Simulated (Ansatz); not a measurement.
Nudged elastic band run: H₄WC₁₆

Input:

```yaml
crystal:
  lattice:
    - [5.048742, 0.0, 0.0]
    - [2.524371, 4.372339, 0.0]
    - [0.0, 0.0, 14.676426]
  atoms:
    - { symbol: H, position: [0.1666667, 0.1666667, 0.0681365] }
    - { symbol: H, position: [0.6666667, 0.1666667, 0.0681365] }
    - { symbol: H, position: [0.1666667, 0.6666667, 0.0681365] }
    - { symbol: H, position: [0.6666667, 0.6666667, 0.0681365] }
    - { symbol: C, position: [0.1666667, 0.1666667, 0.1430866] }
    - { symbol: C, position: [0.6666667, 0.1666667, 0.1430866] }
    - { symbol: C, position: [0.1666667, 0.6666667, 0.1430866] }
    - { symbol: C, position: [0.6666667, 0.6666667, 0.1430866] }
    - { symbol: C, position: [-0.1666667, 0.3333333, 0.1781963] }
    - { symbol: C, position: [0.3333333, 0.3333333, 0.1781963] }
    - { symbol: C, position: [-0.1666667, 0.8333333, 0.1781963] }
    - { symbol: C, position: [0.3333333, 0.8333333, 0.1781963] }
    - { symbol: C, position: [-0.1708628, 0.33488496, 0.28829126] }
    - { symbol: C, position: [0.33599951, 0.33490418, 0.28829832] }
    - { symbol: C, position: [-0.16673525, 0.83352027, 0.27914154] }
    - { symbol: C, position: [0.33336798, 0.83325964, 0.28807516] }
    - { symbol: C, position: [-0.00289183, 5.959e-05, 0.3187864] }
    - { symbol: C, position: [0.50281433, 8.025e-05, 0.31879343] }
    - { symbol: C, position: [0.0014328, 0.49716588, 0.31835868] }
    - { symbol: C, position: [0.49813272, 0.50376985, 0.31817144] }
    - { symbol: W, position: [0.84170035, 0.81644177, 0.4221371] }
basis:
  ecutwfc: 420.0
kpoints:
  mp_grid: { grid: [3, 3, 1] }
hamiltonian:
  xc: pbe
  pseudopotentials: { kind: paw, azcp: { folder: soft_1 } }
scf:
  occupations: { method: gaussian, width: 0.02 }
  lower_state_search: "off"
neb:
  images: 4
  f_tol: 0.05
  max_iterations: 50
  order_check: false
  climbing: immediate
  constraints: [{ sites: [0, 1, 2, 3, 4, 5, 6, 7, 8, 9, 10, 11] }]
  final_atoms:
    - { symbol: H, position: [0.16666669, 0.1666667, 0.06813648] }
    - { symbol: H, position: [0.66666671, 0.16666669, 0.06813648] }
    - { symbol: H, position: [0.1666667, 0.66666668, 0.06813648] }
    - { symbol: H, position: [0.66666672, 0.66666667, 0.06813648] }
    - { symbol: C, position: [0.16666669, 0.1666667, 0.14308661] }
    - { symbol: C, position: [0.66666671, 0.16666669, 0.14308661] }
    - { symbol: C, position: [0.1666667, 0.66666668, 0.14308661] }
    - { symbol: C, position: [0.66666672, 0.66666667, 0.14308661] }
    - { symbol: C, position: [-0.16666666, 0.33333334, 0.17819632] }
    - { symbol: C, position: [0.33333338, 0.33333334, 0.17819632] }
    - { symbol: C, position: [-0.16666665, 0.83333336, 0.17819632] }
    - { symbol: C, position: [0.33333339, 0.83333336, 0.17819632] }
    - { symbol: C, position: [-0.16346069, 0.3365393, 0.28378629] }
    - { symbol: C, position: [0.32682192, 0.33654143, 0.28373643] }
    - { symbol: C, position: [-0.16345855, 0.8268219, 0.28373643] }
    - { symbol: C, position: [0.33333233, 0.8333323, 0.29306463] }
    - { symbol: C, position: [-0.00290743, 0.00140453, 0.3188885] }
    - { symbol: C, position: [0.50147143, 0.00147141, 0.31888898] }
    - { symbol: C, position: [-4.521e-05, 0.49995478, 0.31311406] }
    - { symbol: C, position: [0.50140455, 0.49709255, 0.3188885] }
    - { symbol: W, position: [0.6665144, 1.16651434, 0.41875013] }
```

Run as:

```bash
$ ansatz run input.yaml --threads 1 --pin off --max-ram 3072MiB --backend cpu --events-out ev --progress --plain --runs-dir out
```

Output, in part (warnings, iteration lines):

```
NEB end point (image 0): max|allowed force component| = 2.051e-3 eV/Å (the criterion of neb.relax_end_points is 1.000e-2)
NEB end point (image 5): max|allowed force component| = 2.897e-2 eV/Å (the criterion of neb.relax_end_points is 1.000e-2)
NEB iter   1: max|band force component| = 2.268e0 eV/Å  barrier→ = 0.5323 eV  barrier← = 0.5382 eV  CI = image 3  Δτ_max = 0.1260 Å  (86 SCF iters)
NEB iter   2: max|band force component| = 1.066e0 eV/Å  barrier→ = 0.2893 eV  barrier← = 0.2952 eV  CI = image 3  Δτ_max = 0.0480 Å  (45 SCF iters)
NEB iter   3: max|band force component| = 1.796e-1 eV/Å  barrier→ = 0.2470 eV  barrier← = 0.2528 eV  CI = image 3  Δτ_max = 0.0147 Å  (42 SCF iters)
NEB iter   4: max|band force component| = 5.023e-2 eV/Å  barrier→ = 0.2451 eV  barrier← = 0.2510 eV  CI = image 3  Δτ_max = 0.0031 Å  (36 SCF iters)
NEB iter   5: max|band force component| = 1.424e-2 eV/Å  barrier→ = 0.2450 eV  barrier← = 0.2509 eV  CI = image 3  Δτ_max = 0.0000 Å  (30 SCF iters)
```

The run converged. The order of the stationary point at the top wasn't checked. Limits of this set-up: thin slab, slab without dipole correction.

Final band (atoms are numbered from 1 in the order of the input):

```tsv
image	path coordinate (Å)	energy (eV)	C19–W21 (Å)	C20–W21 (Å)
0	0.00	0.000	2.07	3.25
1	0.28	0.032	2.21	3.09
2	0.55	0.161	2.42	2.82
3	0.83	0.245	2.66	2.56
4	1.22	0.098	3.00	2.24
5	1.60	-0.006	3.30	2.06
```

The run took 4.6 min on 1 thread of Arm Neoverse V1, with other jobs on the host, peak memory 0.65 GiB.
